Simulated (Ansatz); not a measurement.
**C₂H₅Si₂ radical: how energies converge with the basis set**

Aim: see how fast density functionals converge with the basis set for C₂H₅Si₂ radical.

Method: one geometry, several basis sets; program: Ansatz 0.2.0, Gaussian basis.

The runs, in order: PBE0-D4/def2-SVP; ωB97M-V/def2-SVP; PBE0-D4/def2-QZVPP; ωB97M-V/def2-QZVPP; the functionals' def2-TZVPP values are taken from earlier runs.

## 1. Structure used throughout

All runs share one geometry, relaxed beforehand with PBE0-D4 in a triple-zeta def2 set.

9 atoms, charge 0, spin multiplicity 2.

Atoms are counted from 1 here; the program's logs count them from 0.

Bond lengths: Si1–C2 1.802 Å, Si1–H5 1.483 Å, Si1–H6 1.483 Å, C2–C3 1.219 Å, C3–Si4 1.824 Å, Si4–H7 1.484 Å, Si4–H8 1.483 Å, Si4–H9 1.483 Å. Angles: C2–Si1–H5 111.6°, C2–Si1–H6 111.6°, H5–Si1–H6 112.7°, Si1–C2–C3 174.7°, C2–C3–Si4 179.2°, C3–Si4–H7 109.4°, C3–Si4–H8 109.1°, C3–Si4–H9 109.1°, H7–Si4–H8 109.7°, H7–Si4–H9 109.7°, H8–Si4–H9 109.8°.

## 2. PBE0-D4 in def2-SVP

Contents of in.yaml:

```yaml
crystal:
  periodic: [false, false, false]
  atoms:
    - {symbol: Si, position_ang: [-0.083334, 2.376443, -1.321890]}
    - {symbol: C, position_ang: [-0.023141, 0.801352, -0.449030]}
    - {symbol: C, position_ang: [0.126939, -0.244298, 0.159735]}
    - {symbol: Si, position_ang: [0.325700, -1.814471, 1.066476]}
    - {symbol: H, position_ang: [-0.415544, 2.194363, -2.755930]}
    - {symbol: H, position_ang: [-0.980937, 3.343244, -0.643963]}
    - {symbol: H, position_ang: [-0.967822, -2.540701, 1.082689]}
    - {symbol: H, position_ang: [1.354248, -2.640364, 0.388110]}
    - {symbol: H, position_ang: [0.752392, -1.521868, 2.456602]}
basis:
  gaussian: {orbitals: def2-SVP}
magnetization: {spin_polarized: true, initial_magnetization: 1}
hamiltonian: {xc: pbe0, dispersion: d4}
output: {orbitals: {seedname: orbitals}}
```

Started as:

```console
> ansatz run in.yaml --threads 4 --pin off --events-out ev --progress --plain --max-ram 10444MiB
```

After this run come: ωB97M-V in def2-SVP; PBE0-D4 in def2-QZVPP; ωB97M-V in def2-QZVPP.

Before running them: what should the planned runs give, taken together? Wanted: PBE0-D4: double and triple zeta above quadruple; ωB97M-V: double and triple zeta above quadruple.

The runs gave:

| quantity | value |
| --- | --- |
| PBE0-D4: double and triple zeta above quadruple | 8.54, 0.64 eV |
| ωB97M-V: double and triple zeta above quadruple | 8.63, 0.59 eV |

What this shows: PBE0-D4 gains 7.89 eV from double to triple zeta, then 0.64 eV more. These are total energies; as a rule much of such shifts cancels in differences, which this series doesn't test.
